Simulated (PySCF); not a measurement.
# O4Re ([ReO4]-): the cost of one run

Programs: PySCF 2.14.0, with routines of our own; each step states its level. All values are computed. Atoms count from 0.

3 further runs of the same task are left out: 3 for a basis unfit for spin-orbit shieldings.

### 1 The starting structure

5 atoms, charge -1, multiplicity 1; geometry from: GFN2-xTB.

### 2 NMR shieldings: PBE0/x2c-SVPall-2c Re:us-x2c-SVPall-2c, spin-free

Job settings and geometry (Å):

```
{"job": {"xc": "PBE0", "basis": {"default": "x2c-SVPall-2c", "Re": "us-x2c-SVPall-2c"}, "rel": "sf", "kind": "hnmr"}, "charge": -1, "multiplicity": 1}
Re    -0.000030     0.000050    -0.000020
O      0.010230    -0.017420     1.692720
O      1.592590     0.010060    -0.573880
O     -0.805150     1.385830    -0.545120
O     -0.797650    -1.378510    -0.573690
```

Method: PBE0/x2c-SVPall-2c Re:us-x2c-SVPall-2c GIAO NMR shielding, spin-free X2C, Gaussian nuclei, gas phase.

Run with:

```console
$ OMP_NUM_THREADS=1 python heavy_run.py task.json out
```

One launch serves the whole session: the jobs run in the order shown.

Q: Estimate the wall time and peak memory of this first job on 1 thread of Arm Neoverse V1, shared host.

About 38 s, with a peak of 0.93 GiB.
